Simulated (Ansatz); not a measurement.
# CH3BFNS: basis-set convergence

One table from this session's results is given with a row withheld; the runs are named, their logs left out.

Computed with Ansatz 0.2.0, Gaussian basis. Level: one geometry, several basis sets.

Levels to be run: PBE0-D4/def2-SVP; ωB97M-V/def2-SVP; PBE0-D4/def2-QZVPP; ωB97M-V/def2-QZVPP; the functionals' def2-TZVPP values are taken from earlier runs.

## Structure used throughout

An earlier PBE0-D4 in a triple-zeta def2 set relaxation fixed the geometry.

8 atoms, charge 0, spin multiplicity 1.

Atoms are counted from 1 here; the program's logs count them from 0.

Bond lengths: B1–N2 1.367 Å, B1–H6 1.197 Å, B1–H7 1.197 Å, N2–C3 1.224 Å, C3–F4 1.342 Å, C3–S5 1.753 Å, S5–H8 1.342 Å. Angles: N2–B1–H6 119.0°, N2–B1–H7 119.0°, H6–B1–H7 122.1°, B1–N2–C3 176.2°, N2–C3–F4 121.8°, N2–C3–S5 125.2°, F4–C3–S5 112.9°, C3–S5–H8 95.4°.

The first run:

in.yaml reads:

```yaml
crystal:
  periodic: [false, false, false]
  atoms:
    - {symbol: B, position_ang: [-0.068892, 1.790809, 0.172827]}
    - {symbol: N, position_ang: [-0.014641, 0.455504, -0.115695]}
    - {symbol: C, position_ang: [0.037744, -0.753808, -0.294086]}
    - {symbol: F, position_ang: [0.021161, -1.289371, -1.524208]}
    - {symbol: S, position_ang: [0.140314, -1.959781, 0.974353]}
    - {symbol: H, position_ang: [-1.137215, 2.306998, 0.328692]}
    - {symbol: H, position_ang: [0.953232, 2.407371, 0.256820]}
    - {symbol: H, position_ang: [0.160495, -3.014822, 0.145296]}
basis:
  gaussian: {orbitals: def2-SVP}
hamiltonian: {xc: pbe0, dispersion: d4}
output: {orbitals: {seedname: orbitals}}
```

Among the steps run: PBE0-D4 in def2-SVP; ωB97M-V in def2-SVP; PBE0-D4 in def2-QZVPP; ωB97M-V in def2-QZVPP.

One table of the session follows, with a row left open; its other results are not shown here.

It belongs to the step «Density functionals: the series». 

| functional | basis | HOMO (eV) |
| --- | --- | --- |
| PBE0-D4 | def2-SVP | ? |
| PBE0-D4 | def2-TZVPP | -7.69 |
| PBE0-D4 | def2-QZVPP | -7.72 |
| ωB97M-V | def2-SVP | -9.71 |
| ωB97M-V | def2-TZVPP | -9.84 |
| ωB97M-V | def2-QZVPP | -9.86 |

Estimate the missing values for PBE0-D4, def2-SVP.

**Answer.** HOMO (eV): -7.61. In the column «HOMO (eV)» it is the highest.
